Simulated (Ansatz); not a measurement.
# GeH7NSi: the cost of one run

All numbers below are computed with Ansatz 0.2.0 (UKS r2SCAN-D4/def2-SVP).

### 1 The starting structure

Bond lengths: Ge1–Si2 2.694 Å, Ge1–N3 1.891 Å, Ge1–H5 1.542 Å, Ge1–H6 1.534 Å, Si2–H7 1.470 Å, Si2–H8 1.463 Å, Si2–H9 1.469 Å, N3–H10 1.010 Å. Angles: Ge1–Si2–H7 108.6°, Ge1–Si2–H8 104.5°, Ge1–Si2–H9 114.7°, H7–Si2–H8 115.6°, H7–Si2–H9 105.9°, H8–Si2–H9 107.9°, Si2–Ge1–N3 76.5°, Si2–Ge1–H5 126.8°, Si2–Ge1–H6 128.0°, N3–Ge1–H5 109.9°, N3–Ge1–H6 103.8°, H5–Ge1–H6 102.4°, Ge1–N3–H10 120.0°.

Coordinates:

```xyz
10

Ge   -0.8080    0.8879   -0.6903
Si    1.4360    0.0023    0.5086
N    -1.3650   -0.6983    0.1745
H    -0.1410   -1.0242    0.5711
H    -1.1441    0.8128   -2.1932
H    -1.7950    1.9469   -0.1843
H     1.7958   -1.2990   -0.0739
H     1.1082   -0.0117    1.9342
H     2.6113    0.8637    0.3236
H    -1.6983   -1.4804   -0.3704
```

### 2 A restrained relaxation towards end A

Springs on the bonds that form and break draw the guess towards this end; the thresholds are loose.

The input, input.yaml:

```yaml
crystal:
  periodic: [false, false, false]
  atoms:
    - { symbol: Ge, position_ang: [-0.808, 0.8879, -0.6903] }
    - { symbol: Si, position_ang: [1.436, 0.0023, 0.5086] }
    - { symbol: "N", position_ang: [-1.365, -0.6983, 0.1745] }
    - { symbol: H, position_ang: [-0.141, -1.0242, 0.5711] }
    - { symbol: H, position_ang: [-1.1441, 0.8128, -2.1932] }
    - { symbol: H, position_ang: [-1.795, 1.9469, -0.1843] }
    - { symbol: H, position_ang: [1.7958, -1.299, -0.0739] }
    - { symbol: H, position_ang: [1.1082, -0.0117, 1.9342] }
    - { symbol: H, position_ang: [2.6113, 0.8637, 0.3236] }
    - { symbol: H, position_ang: [-1.6983, -1.4804, -0.3704] }
magnetization:
  spin_polarized: true
basis:
  gaussian: { orbitals: def2-SVP }
hamiltonian:
  xc: r2scan
  dispersion: d4
relax:
  f_tol: 0.15
  max_steps: 25
  restrain:
    - { distance: [3, 1], at: 2.72, k: 30.0 }
    - { distance: [0, 1], at: 2.31, k: 30.0 }
    - { distance: [3, 2], at: 1.02, k: 30.0 }
```

Run with:

```bash
$ ansatz run input.yaml --threads 4 --pin off --max-ram 5120MiB --backend cpu --events-out ev --progress --plain --runs-dir out
```

**Question.** How long does this run take on 4 threads of Arm Neoverse N1, shared host, and how much memory does it need?

About 46 s, with a peak of 0.23 GiB.
